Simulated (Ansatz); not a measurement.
**C8H20GeO2: one species, many methods**

Aim: compute C8H20GeO2 with functionals from several rungs and with coupled cluster, and see how far each lands from CCSD(T) at the basis-set limit for the atomisation energy.

Computed with Ansatz 0.2.0, Gaussian basis. Level: functionals in def2-TZVPP, the program's frozen cores in correlated methods.

The runs, in order: LDA (SPW92), PBE-D4, revPBE-D4, BLYP-D4, r2SCAN-D4, B97M-V, PBE0-D4, B3LYP-D4, r2SCANh-D4, r2SCAN0-D4, HSE06-D4, BHLYP-D4, CAM-B3LYP-D4, LC-ωPBE, ωB97X-V, ωB97M-V, B2PLYP, PBE-QIDH; CCSD(T)/def2-SVP; CCSD(T)/def2-TZVPP; MP2/def2-QZVPP; extrapolation to the limit; RPA on PBE.

## Step 1: The relaxed structure

The geometry comes from an earlier relaxation with PBE0-D4 in a triple-zeta def2 set; it is a stationary point, not always the lowest conformer.

31 atoms, charge 0, spin multiplicity 1.

Atoms are counted from 1 here; the program's logs count them from 0.

Bond lengths: C1–O2 1.407 Å, C1–H12 1.094 Å, C1–H13 1.097 Å, C1–H14 1.095 Å, O2–Ge3 1.776 Å, Ge3–O4 1.790 Å, Ge3–C6 1.958 Å, Ge3–C9 1.967 Å, O4–C5 1.401 Å, C5–H15 1.099 Å, C5–H16 1.098 Å, C5–H17 1.094 Å, C6–C7 1.523 Å, C6–C8 1.524 Å, C6–H18 1.097 Å, C7–H19 1.095 Å, C7–H20 1.092 Å, C7–H21 1.094 Å and more. Angles: O2–C1–H12 108.3°, O2–C1–H13 111.4°, O2–C1–H14 112.3°, H12–C1–H13 107.9°, H12–C1–H14 108.3°, H13–C1–H14 108.5°, C1–O2–Ge3 122.2°, O2–Ge3–O4 102.9°, O2–Ge3–C6 104.6°, O2–Ge3–C9 111.7°, O4–Ge3–C6 111.4°, O4–Ge3–C9 109.5°, C6–Ge3–C9 115.8°, Ge3–O4–C5 121.6°, O4–C5–H15 112.9°, O4–C5–H16 112.2°, O4–C5–H17 108.4°, H15–C5–H16 107.8° and more.

## Step 2: LDA

This LDA is Slater exchange with PW92 correlation.

in.yaml

```yaml
crystal:
  periodic: [false, false, false]
  atoms:
    - {symbol: C, position_ang: [-1.884979, 0.602302, -2.342229]}
    - {symbol: O, position_ang: [-1.401538, -0.401697, -1.482465]}
    - {symbol: Ge, position_ang: [-0.318667, -0.042633, -0.121747]}
    - {symbol: O, position_ang: [-0.970123, 1.499588, 0.512260]}
    - {symbol: C, position_ang: [-0.238648, 2.292704, 1.406664]}
    - {symbol: C, position_ang: [-0.606988, -1.513092, 1.138057]}
    - {symbol: C, position_ang: [-2.060625, -1.538398, 1.590766]}
    - {symbol: C, position_ang: [0.359949, -1.447206, 2.313963]}
    - {symbol: C, position_ang: [1.536512, 0.222598, -0.718478]}
    - {symbol: C, position_ang: [1.644275, 1.364386, -1.720583]}
    - {symbol: C, position_ang: [2.089300, -1.080359, -1.284579]}
    - {symbol: H, position_ang: [-2.853321, 0.280182, -2.735760]}
    - {symbol: H, position_ang: [-1.210587, 0.760241, -3.193025]}
    - {symbol: H, position_ang: [-2.024699, 1.558409, -1.827678]}
    - {symbol: H, position_ang: [0.807253, 2.430310, 1.099660]}
    - {symbol: H, position_ang: [-0.237985, 1.877354, 2.423197]}
    - {symbol: H, position_ang: [-0.703146, 3.282043, 1.451549]}
    - {symbol: H, position_ang: [-0.401188, -2.422111, 0.560374]}
    - {symbol: H, position_ang: [-2.242915, -2.386124, 2.259852]}
    - {symbol: H, position_ang: [-2.742087, -1.622817, 0.742182]}
    - {symbol: H, position_ang: [-2.319893, -0.625315, 2.133777]}
    - {symbol: H, position_ang: [0.219513, -2.305982, 2.978564]}
    - {symbol: H, position_ang: [0.196866, -0.547964, 2.915220]}
    - {symbol: H, position_ang: [1.406097, -1.447351, 1.995751]}
    - {symbol: H, position_ang: [2.108376, 0.484812, 0.180050]}
    - {symbol: H, position_ang: [1.114641, 1.124704, -2.646216]}
    - {symbol: H, position_ang: [1.225197, 2.296528, -1.334620]}
    - {symbol: H, position_ang: [2.690801, 1.550799, -1.984450]}
    - {symbol: H, position_ang: [1.508328, -1.411494, -2.150113]}
    - {symbol: H, position_ang: [2.076932, -1.889745, -0.549724]}
    - {symbol: H, position_ang: [3.125646, -0.951869, -1.614419]}
basis:
  gaussian: {orbitals: def2-TZVPP}
hamiltonian: {xc: lda}
output: {orbitals: {seedname: orbitals}}
```

Command:

```sh
$ ansatz run in.yaml --threads 11 --pin off --events-out ev --progress --plain --max-ram 166912MiB --backend cuda --devices 0, --max-vram 75GiB
```

Further steps of the session: PBE-D4 (GGA); revPBE-D4 (GGA); BLYP-D4 (GGA); r2SCAN-D4 (meta-GGA); B97M-V (meta-GGA); B3LYP-D4 (hybrid); r2SCANh-D4 (hybrid); r2SCAN0-D4 (hybrid); HSE06-D4 (hybrid); BHLYP-D4 (hybrid); CAM-B3LYP-D4 (range-separated); LC-ωPBE (range-separated); ωB97X-V (range-separated); ωB97M-V (range-separated); B2PLYP (double hybrid); PBE-QIDH (double hybrid); CCSD(T) in def2-SVP; CCSD(T) in def2-TZVPP; MP2 in def2-QZVPP; RPA on PBE orbitals.

Before running them: what should the planned runs give, taken together? Wanted: atomisation energy, CCSD(T)/CBS; farthest beyond LDA; mean size of error, GGA; mean size of error, meta-GGA; mean size of error, hybrid; mean size of error, range-separated; mean size of error, double hybrid; gap, smallest and largest; T1 diagnostic.

The runs gave:

| quantity | value |
| --- | --- |
| atomisation energy, CCSD(T)/CBS | 12110.3 kJ/mol |
| functionals within 121.1 kJ/mol (1.0 %) | revPBE-D4, BLYP-D4, r2SCAN-D4, B97M-V, PBE0-D4, B3LYP-D4, r2SCANh-D4, HSE06-D4, CAM-B3LYP-D4, LC-ωPBE, ωB97X-V, ωB97M-V, PBE-QIDH |
| farthest beyond LDA | BHLYP-D4 (-315.5 kJ/mol) |
| mean size of error, GGA | 116.4 kJ/mol |
| mean size of error, meta-GGA | 6.4 kJ/mol |
| mean size of error, hybrid | 96.1 kJ/mol |
| mean size of error, range-separated | 24.7 kJ/mol |
| mean size of error, double hybrid | 102.2 kJ/mol |
| gap, smallest and largest | 5.32 eV (LDA (SPW92)), 12.39 eV (LC-ωPBE) |
| T1 diagnostic | 0.0107 |
| triples share of the correlation energy | 3.8 % |

In words: LDA overbinds by 1650.4 kJ/mol (14 %). PBE-D4 is off by +185.6 kJ/mol. Double hybrids carry the basis error of their MP2 part in triple zeta, and no dispersion term here, so their miss is partly the set-up's. The rungs meta-GGA, range-separated, hybrid, double hybrid, GGA miss on average by less than the doubt on the reference (121.1 kJ/mol), so they tie. The reference freezes the cores and leaves out relativity and excitations past (T), and its outer-core shells are covered unevenly, so misses under about 121.1 kJ/mol can't be ranked. Hartree-Fock recovers 74 % of the binding; the rest is correlation. CCSD(T) in def2-SVP is off by -524.1 kJ/mol, worse than the median functional, from the basis alone. The gap grows from 5.3 to 12.4 eV across the functionals, mostly with the share of exact exchange. Correlated methods include outer-core shells of Ge, which these sets cover unevenly.
